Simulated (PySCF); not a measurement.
# C5H8F2O: the cost of one run

Programs: PySCF 2.14.0, with routines of our own; each step states its level. All values are computed. Atoms count from 0.

## 1. The system as given

16 atoms, charge 0, multiplicity 1; geometry from: GFN2-xTB.

## 2. Magnetic properties: GIAO PBE/pcSseg-1

The job: settings as JSON, then the geometry in Å.

```
{"job": {"kind": "mag", "xc": "PBE", "basis": "pcSseg-1", "isotopologues": 2}, "charge": 0, "multiplicity": 1}
O     -2.495157    -0.288540    -0.722592
C     -1.533675     0.570528    -0.176066
C     -0.109796     0.219099    -0.613801
C      1.015733     1.021712     0.072728
C      1.540362    -0.263096     0.742189
C      0.462922    -1.062757     0.013467
F     -0.390121    -1.764568     0.812570
F      0.929576    -1.975135    -0.877842
H     -2.350373    -1.179053    -0.380145
H     -1.587083     0.574655     0.922210
H     -1.780244     1.570555    -0.541992
H     -0.059367     0.191856    -1.703007
H      1.717519     1.478974    -0.618792
H      0.653458     1.774949     0.767904
H      1.429238    -0.299989     1.822923
H      2.549409    -0.560246     0.468835
```

With the program's defaults for keys left out, this is: GIAO PBE/pcSseg-1 magnetisability, rotational g tensor and spin-rotation constants, non-relativistic, gas phase.

The run is started by

```console
OMP_NUM_THREADS=1 python excited_run.py task.json out
```

The driver reads the jobs from task.json and runs them one after another.

**Question.** How long does this first job take on 1 thread of Arm Neoverse N1, shared host, and how much memory does it need?

About 57 s, with a peak of 0.61 GiB.
